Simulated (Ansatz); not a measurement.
# C₃H₂F₃N: basis-set convergence

The task here is to estimate one member of a computed series from the others.

The runs use Ansatz 0.2.0, Gaussian basis; one geometry, several basis sets.

Levels to be run: PBE0-D4/def2-SVP; ωB97M-V/def2-SVP; PBE0-D4/def2-QZVPP; ωB97M-V/def2-QZVPP; CCSD(T)/cc-pV(D+d)Z; CCSD(T)/cc-pV(T+d)Z; MP2/cc-pV(Q+d)Z; the functionals' def2-TZVPP values are taken from earlier runs.

**The geometry**

All runs share one geometry, relaxed beforehand with PBE0-D4 in a triple-zeta def2 set.

SMILES `N#CCC(F)(F)F`, 9 atoms, charge 0, spin multiplicity 1.

Atoms are counted from 1 here; the program's logs count them from 0.

Bond lengths: N1–C2 1.148 Å, C2–C3 1.451 Å, C3–C4 1.519 Å, C3–H8 1.092 Å, C3–H9 1.092 Å, C4–F5 1.331 Å, C4–F6 1.336 Å, C4–F7 1.331 Å. Angles: N1–C2–C3 179.2°, C2–C3–C4 112.7°, C2–C3–H8 109.9°, C2–C3–H9 109.9°, C4–C3–H8 108.0°, C4–C3–H9 108.0°, H8–C3–H9 108.3°, C3–C4–F5 111.7°, C3–C4–F6 109.3°, C3–C4–F7 111.7°, F5–C4–F6 108.0°, F5–C4–F7 108.1°, F6–C4–F7 108.0°.

As a file:

```xyz
9
C3H2F3N
N     0.9858   -2.4579   -0.1172
C     0.5095   -1.4614    0.1950
C    -0.0952   -0.2085    0.6075
C    -0.1499    0.8132   -0.5153
F    -0.8716    0.3744   -1.5445
F    -0.7161    1.9361   -0.0640
F     1.0666    1.1178   -0.9625
H    -1.1160   -0.3854    0.9529
H     0.4756    0.2253    1.4312
```

Set-up of the first run:

Contents of in.yaml:

```yaml
crystal:
  periodic: [false, false, false]
  atoms:
    - {symbol: N, position_ang: [0.985754, -2.457943, -0.117249]}
    - {symbol: C, position_ang: [0.509488, -1.461391, 0.195004]}
    - {symbol: C, position_ang: [-0.095237, -0.208511, 0.607456]}
    - {symbol: C, position_ang: [-0.149929, 0.813226, -0.515331]}
    - {symbol: F, position_ang: [-0.871610, 0.374430, -1.544531]}
    - {symbol: F, position_ang: [-0.716126, 1.936090, -0.064001]}
    - {symbol: F, position_ang: [1.066585, 1.117794, -0.962486]}
    - {symbol: H, position_ang: [-1.115982, -0.385416, 0.952933]}
    - {symbol: H, position_ang: [0.475558, 0.225320, 1.431204]}
basis:
  gaussian: {orbitals: def2-SVP}
hamiltonian: {xc: pbe0, dispersion: d4}
output: {orbitals: {seedname: orbitals}}
```

Command:

```console
ansatz run in.yaml --threads 2 --pin off --events-out ev --progress --plain --max-ram 32768MiB --backend cpu
```

Among the steps run: PBE0-D4 in def2-SVP; ωB97M-V in def2-SVP; PBE0-D4 in def2-QZVPP; ωB97M-V in def2-QZVPP.

One of the session's tables, all rows but one given; the rest of the session is left out.

```
functional       basis  HOMO (eV)  LUMO (eV)
   PBE0-D4    def2-SVP          ?          ?
   PBE0-D4  def2-TZVPP     -10.09       0.02
   PBE0-D4  def2-QZVPP     -10.11      -0.11
   ωB97M-V    def2-SVP     -12.35       2.50
   ωB97M-V  def2-TZVPP     -12.44       1.96
   ωB97M-V  def2-QZVPP     -12.46       1.41
```

Q: Estimate the row for PBE0-D4, def2-SVP from the others.

**Answer.** HOMO (eV): -10.03; LUMO (eV): 0.28. In the column «HOMO (eV)» it is the highest.
